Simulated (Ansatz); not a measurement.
**CH4AsBS: how energies converge with the basis set**

Aim: see how fast density functionals converge with the basis set for CH4AsBS.

The runs use Ansatz 0.2.0, Gaussian basis; one geometry, several basis sets.

Plan: PBE0-D4/def2-SVP; ωB97M-V/def2-SVP; PBE0-D4/def2-QZVPP; ωB97M-V/def2-QZVPP; the functionals' def2-TZVPP values are taken from earlier runs.

### Step 1. The relaxed structure

All runs share one geometry, relaxed beforehand with PBE0-D4 in a triple-zeta def2 set.

SMILES `B1SC[AsH]1`, 8 atoms, charge 0, spin multiplicity 1.

Atoms are counted from 1 here; the program's logs count them from 0.

Bond lengths: B1–S2 1.769 Å, B1–As4 2.038 Å, B1–H5 1.189 Å, S2–C3 1.817 Å, C3–As4 2.008 Å, C3–H6 1.088 Å, C3–H7 1.089 Å, As4–H8 1.524 Å. Angles: S2–B1–As4 97.1°, S2–B1–H5 126.7°, As4–B1–H5 136.1°, B1–S2–C3 88.7°, S2–C3–As4 96.6°, S2–C3–H6 110.9°, S2–C3–H7 112.1°, As4–C3–H6 113.2°, As4–C3–H7 113.7°, H6–C3–H7 109.9°, B1–As4–C3 76.6°, B1–As4–H8 96.3°, C3–As4–H8 97.4°.

### Step 2. PBE0-D4 in def2-SVP

in.yaml reads:

```yaml
crystal:
  periodic: [false, false, false]
  atoms:
    - {symbol: B, position_ang: [-1.235020, 0.276415, -0.686153]}
    - {symbol: S, position_ang: [-0.252551, 1.528732, 0.086798]}
    - {symbol: C, position_ang: [1.030311, 0.278036, 0.389403]}
    - {symbol: As, position_ang: [0.183098, -1.187036, -0.690596]}
    - {symbol: H, position_ang: [-2.345093, 0.395222, -1.094865]}
    - {symbol: H, position_ang: [1.100275, 0.042665, 1.449673]}
    - {symbol: H, position_ang: [2.004114, 0.590811, 0.014479]}
    - {symbol: H, position_ang: [-0.393034, -1.981945, 0.475462]}
basis:
  gaussian: {orbitals: def2-SVP}
hamiltonian: {xc: pbe0, dispersion: d4}
output: {orbitals: {seedname: orbitals}}
```

On the command line:

```bash
ansatz run in.yaml --threads 2 --pin off --events-out ev --progress --plain --max-ram 4352MiB
```

Log:

```text
Functional definition: PBE0
  name "PBE0"
  cite "Adamo & Barone, J. Chem. Phys. 110, 6158 (1999) doi:10.1063/1.478522"
  cite "Perdew, Burke & Ernzerhof, Phys. Rev. Lett. 77, 3865 (1996) doi:10.1103/PhysRevLett.77.3865"
  parent pbe
  parameter a = 0.25
  parameter kappa = 0.804
  parameter beta = 0.06672455060314922
  exchange = (1 - a)*pbe_x(kappa = kappa, mu = beta*pi^2/3) + a*exact_x
  correlation = pbe_c(beta = beta)
975 factors; integrals over basis functions are off by at most 1.2e-3 eV
mean field evaluation 1: about -73426.3170 eV, gradient 3.5e1 eV
mean field evaluation 2: about -73423.3510 eV, gradient 4.7e1 eV
mean field evaluation 4: about -73429.4984 eV, gradient 1.5e0 eV
mean field evaluation 8: about -73429.6049 eV, gradient 1.1e-1 eV
mean field evaluation 16: about -73429.6050 eV, gradient 4.1e-5 eV
mean field -73429.60498140 eV, -2698.4882106926 hartree, gradient 4.1e-5 eV, S^2 0.000000; 0 other end points of the search recorded, 0 dependent functions left out
reference -73429.60500415 eV, -2698.4882115285 hartree; 32, 32 occupied and 66, 66 virtual orbitals, 975 factors
Total energy: -73429.79168902 eV, -2698.4950720711 hartree
```

It took 1.9 s on 2 threads of Arm Neoverse V1, shared host.

### Step 3. ωB97M-V in def2-SVP

in.yaml, as its differences from that of step 2:

```diff
@@ -13,3 +13,3 @@
   gaussian: {orbitals: def2-SVP}
-hamiltonian: {xc: pbe0, dispersion: d4}
+hamiltonian: {xc: {name: wB97M-V}}
 output: {orbitals: {seedname: orbitals}}
```

The command is unchanged.

Log:

```text
Functional definition: wB97M-V
  name "wB97M-V"
  cite "Mardirossian & Head-Gordon, J. Chem. Phys. 144, 214110 (2016) doi:10.1063/1.4952647"
  cite "Becke, J. Chem. Phys. 107, 8554 (1997) doi:10.1063/1.475007"
  cite "Vydrov & Van Voorhis, J. Chem. Phys. 133, 244103 (2010) doi:10.1063/1.3521275"
  # Of w^i u^j: cxij and so on, Table III.
  parameter omega = 0.3/bohr
  parameter cx = 0.15
  parameter cx01 = 1.007
  parameter cx10 = 0.259
  parameter css00 = 0.443
  parameter css04 = -1.437
  parameter css10 = -4.535
  parameter css20 = -3.390
  parameter css43 = 4.278
  parameter cos00 = 1.000
  parameter cos10 = 1.358
  parameter cos20 = 2.924
  parameter cos21 = -8.812
  parameter cos60 = -1.390
  parameter cos61 = 9.142
  parameter b = 6.0
  parameter c = 0.01
  gx(w, u) = 1 - cx + cx01*u + cx10*w
  gss(w, u) = css00 + css04*u^4 + css10*w + css20*w^2 + css43*w^4*u^3
  gos(w, u) = cos00 + cos10*w + (cos20 + cos21*u)*w^2 + (cos60 + cos61*u)*w^6
  exchange = spin_sum(e_x_unif_sr(omega)*gx(b97_w, b97_u_x)) + cx*exact_x_sr(omega) + exact_x_lr(omega)
  correlation = spin_sum(e_c_pw_mod_same_spin*gss(b97_w, b97_u_same))
      + integral(e_c_pw_mod_opposite_spin*gos(b97_w_opposite, b97_u_opposite)) + vv10(b, c)
975 factors; integrals over basis functions are off by at most 1.2e-3 eV
285 factors; integrals over basis functions are off by at most 1.0e-5 eV
mean field evaluation 1: about -73436.8892 eV, gradient 2.1e1 eV
mean field evaluation 2: about -73437.3405 eV, gradient 1.6e1 eV
mean field evaluation 4: about -73437.9476 eV, gradient 5.7e-1 eV
mean field evaluation 8: about -73438.0094 eV, gradient 7.0e-2 eV
mean field evaluation 16: about -73438.0094 eV, gradient 1.0e-4 eV
mean field -73438.00939407 eV, -2698.7970671614 hartree, gradient 3.5e-5 eV, S^2 0.000000; 0 other end points of the search recorded, 0 dependent functions left out
reference -73438.00943154 eV, -2698.7970685384 hartree; 32, 32 occupied and 66, 66 virtual orbitals, 975 factors
Total energy: -73438.00943154 eV, -2698.7970685384 hartree
```

It took 8 s on 2 threads of Arm Neoverse V1, shared host; peak memory 0.29 GiB.

### Step 4. PBE0-D4 in def2-QZVPP

in.yaml, as its differences from that of step 3:

```diff
@@ -12,4 +12,4 @@
 basis:
-  gaussian: {orbitals: def2-SVP}
-hamiltonian: {xc: {name: wB97M-V}}
+  gaussian: {orbitals: "def2-QZVPP.json"}
+hamiltonian: {xc: pbe0, dispersion: d4}
 output: {orbitals: {seedname: orbitals}}
```

Same command.

Log:

```text
Functional definition: PBE0
  name "PBE0"
  cite "Adamo & Barone, J. Chem. Phys. 110, 6158 (1999) doi:10.1063/1.478522"
  cite "Perdew, Burke & Ernzerhof, Phys. Rev. Lett. 77, 3865 (1996) doi:10.1103/PhysRevLett.77.3865"
  parent pbe
  parameter a = 0.25
  parameter kappa = 0.804
  parameter beta = 0.06672455060314922
  exchange = (1 - a)*pbe_x(kappa = kappa, mu = beta*pi^2/3) + a*exact_x
  correlation = pbe_c(beta = beta)
1552 factors; their error is unknown
mean field evaluation 1: about -73438.5969 eV, gradient 5.0e1 eV
mean field evaluation 2: about -73431.2392 eV, gradient 7.2e1 eV
mean field evaluation 4: about -73444.3743 eV, gradient 2.5e0 eV
mean field evaluation 8: about -73444.3869 eV, gradient 6.3e-2 eV
mean field evaluation 16: about -73444.5364 eV, gradient 1.0e-4 eV
mean field -73444.53641196 eV, -2699.0369306447 hartree, gradient 4.5e-5 eV, S^2 0.000000; 0 other end points of the search recorded, 0 dependent functions left out
reference -73444.53644619 eV, -2699.0369319027 hartree; 32, 32 occupied and 361, 361 virtual orbitals, 1552 factors
Total energy: -73444.72313106 eV, -2699.0437924452 hartree
```

Run time: 14 s. Hardware: 2 threads of Arm Neoverse V1, shared host; peak memory 1.2 GiB.

### Step 5. ωB97M-V in def2-QZVPP

in.yaml, as its differences from that of step 4:

```diff
@@ -13,3 +13,3 @@
   gaussian: {orbitals: "def2-QZVPP.json"}
-hamiltonian: {xc: pbe0, dispersion: d4}
+hamiltonian: {xc: {name: wB97M-V}}
 output: {orbitals: {seedname: orbitals}}
```

Same command.

Log:

```text
Functional definition: wB97M-V
  name "wB97M-V"
  cite "Mardirossian & Head-Gordon, J. Chem. Phys. 144, 214110 (2016) doi:10.1063/1.4952647"
  cite "Becke, J. Chem. Phys. 107, 8554 (1997) doi:10.1063/1.475007"
  cite "Vydrov & Van Voorhis, J. Chem. Phys. 133, 244103 (2010) doi:10.1063/1.3521275"
  # Of w^i u^j: cxij and so on, Table III.
  parameter omega = 0.3/bohr
  parameter cx = 0.15
  parameter cx01 = 1.007
  parameter cx10 = 0.259
  parameter css00 = 0.443
  parameter css04 = -1.437
  parameter css10 = -4.535
  parameter css20 = -3.390
  parameter css43 = 4.278
  parameter cos00 = 1.000
  parameter cos10 = 1.358
  parameter cos20 = 2.924
  parameter cos21 = -8.812
  parameter cos60 = -1.390
  parameter cos61 = 9.142
  parameter b = 6.0
  parameter c = 0.01
  gx(w, u) = 1 - cx + cx01*u + cx10*w
  gss(w, u) = css00 + css04*u^4 + css10*w + css20*w^2 + css43*w^4*u^3
  gos(w, u) = cos00 + cos10*w + (cos20 + cos21*u)*w^2 + (cos60 + cos61*u)*w^6
  exchange = spin_sum(e_x_unif_sr(omega)*gx(b97_w, b97_u_x)) + cx*exact_x_sr(omega) + exact_x_lr(omega)
  correlation = spin_sum(e_c_pw_mod_same_spin*gss(b97_w, b97_u_same))
      + integral(e_c_pw_mod_opposite_spin*gos(b97_w_opposite, b97_u_opposite)) + vv10(b, c)
1487 factors; their error is unknown
336 factors; integrals over basis functions are off by at most 6.5e-6 eV
mean field evaluation 1: about -73450.5703 eV, gradient 3.2e1 eV
mean field evaluation 2: about -73451.0481 eV, gradient 2.9e1 eV
mean field evaluation 4: about -73452.8396 eV, gradient 1.1e0 eV
mean field evaluation 8: about -73452.8448 eV, gradient 3.3e-2 eV
mean field evaluation 16: about -73452.9294 eV, gradient 2.6e-4 eV
mean field -73452.92938668 eV, -2699.3453667766 hartree, gradient 4.1e-5 eV, S^2 0.000000; 0 other end points of the search recorded, 0 dependent functions left out
reference -73452.92944284 eV, -2699.3453688404 hartree; 32, 32 occupied and 361, 361 virtual orbitals, 1487 factors
Total energy: -73452.92944284 eV, -2699.3453688404 hartree
```

Wall time 31 s (2 threads of Arm Neoverse V1, shared host); peak memory 1.5 GiB.

### Step 6. Density functionals: the series

The def2-TZVPP values come from earlier runs at the same geometry.

```tsv
functional	basis	functions	energy (eV)	from the largest (eV)	HOMO (eV)	LUMO (eV)
PBE0-D4	def2-SVP	98	-73429.7917	14.931	-6.90	-1.27
PBE0-D4	def2-TZVPP	208	-73442.9930	1.730	-6.90	-1.37
PBE0-D4	def2-QZVPP	393	-73444.7231	0.000	-6.93	-1.41
ωB97M-V	def2-SVP	98	-73438.0094	14.920	-8.93	0.78
ωB97M-V	def2-TZVPP	208	-73451.2548	1.675	-8.95	0.60
ωB97M-V	def2-QZVPP	393	-73452.9294	0.000	-8.98	0.52
```

### Step 7. Summary of results

| quantity | value |
| --- | --- |
| PBE0-D4: double and triple zeta above quadruple | 14.93, 1.73 eV |
| ωB97M-V: double and triple zeta above quadruple | 14.92, 1.67 eV |

PBE0-D4 gains 13.20 eV from double to triple zeta, then 1.73 eV more. These are total energies; as a rule much of such shifts cancels in differences, which this series doesn't test.

For PBE0-D4 the largest set took about 8 times as long as the smallest (14 s against 1.9 s).
